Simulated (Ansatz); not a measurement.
**CH₃NO₄Ti: small, medium and large basis sets**

An exercise on one series of results from a longer session: the logs are not shown, and one member is left open.

Method: one geometry, several basis sets; program: Ansatz 0.2.0, Gaussian basis.

The runs, in order: PBE0-D4/def2-SVP; ωB97M-V/def2-SVP; PBE0-D4/def2-QZVPP; ωB97M-V/def2-QZVPP; the functionals' def2-TZVPP values are taken from earlier runs.

**The relaxed structure**

The geometry comes from an earlier relaxation with PBE0-D4 in a triple-zeta def2 set; it is a stationary point, not always the lowest conformer.

SMILES `O=C=[N][Ti]([OH])([OH])[OH]`, 10 atoms, charge 0, spin multiplicity 1.

Atoms are counted from 1 here; the program's logs count them from 0.

Bond lengths: O1–C2 1.167 Å, C2–N3 1.199 Å, N3–Ti4 1.906 Å, Ti4–O5 1.784 Å, Ti4–O6 1.783 Å, Ti4–O7 1.789 Å, O5–H8 0.957 Å, O6–H9 0.958 Å, O7–H10 0.959 Å. Angles: O1–C2–N3 179.4°, C2–N3–Ti4 173.0°, N3–Ti4–O5 108.3°, N3–Ti4–O6 108.7°, N3–Ti4–O7 110.7°, O5–Ti4–O6 111.2°, O5–Ti4–O7 109.4°, O6–Ti4–O7 108.6°, Ti4–O5–H8 135.6°, Ti4–O6–H9 134.6°, Ti4–O7–H10 130.0°.

The first run:

File in.yaml:

```yaml
crystal:
  periodic: [false, false, false]
  atoms:
    - {symbol: O, position_ang: [1.771868, -2.759651, 1.814659]}
    - {symbol: C, position_ang: [1.213756, -1.877999, 1.292043]}
    - {symbol: N, position_ang: [0.632543, -0.971935, 0.764669]}
    - {symbol: Ti, position_ang: [-0.148736, 0.437002, -0.254449]}
    - {symbol: O, position_ang: [-1.265838, -0.285963, -1.443162]}
    - {symbol: O, position_ang: [-1.009740, 1.535050, 0.855976]}
    - {symbol: O, position_ang: [1.112318, 1.369157, -1.116465]}
    - {symbol: H, position_ang: [-2.209844, -0.257033, -1.600077]}
    - {symbol: H, position_ang: [-1.411401, 1.439288, 1.720182]}
    - {symbol: H, position_ang: [1.398076, 1.320882, -2.030377]}
basis:
  gaussian: {orbitals: def2-SVP}
hamiltonian: {xc: pbe0, dispersion: d4}
output: {orbitals: {seedname: orbitals}}
```

The run is started by

```
ansatz run in.yaml --threads 4 --pin off --events-out ev --progress --plain --max-ram 11315MiB
```

Among the steps run: PBE0-D4 in def2-SVP; ωB97M-V in def2-SVP; PBE0-D4 in def2-QZVPP; ωB97M-V in def2-QZVPP.

One of the session's tables, all rows but one given; the rest of the session is left out.

It belongs to the step «Functionals by basis». 

```
functional       basis  HOMO (eV)  LUMO (eV)
   PBE0-D4    def2-SVP      -8.16      -1.85
   PBE0-D4  def2-TZVPP      -8.39      -2.00
   PBE0-D4  def2-QZVPP      -8.42      -2.03
   ωB97M-V    def2-SVP     -10.33       0.38
   ωB97M-V  def2-TZVPP     -10.60       0.18
   ωB97M-V  def2-QZVPP          ?          ?
```

Estimate the missing values for ωB97M-V, def2-QZVPP.

The run gave: HOMO (eV): -10.64; LUMO (eV): 0.11. In the column «HOMO (eV)» it is the lowest.
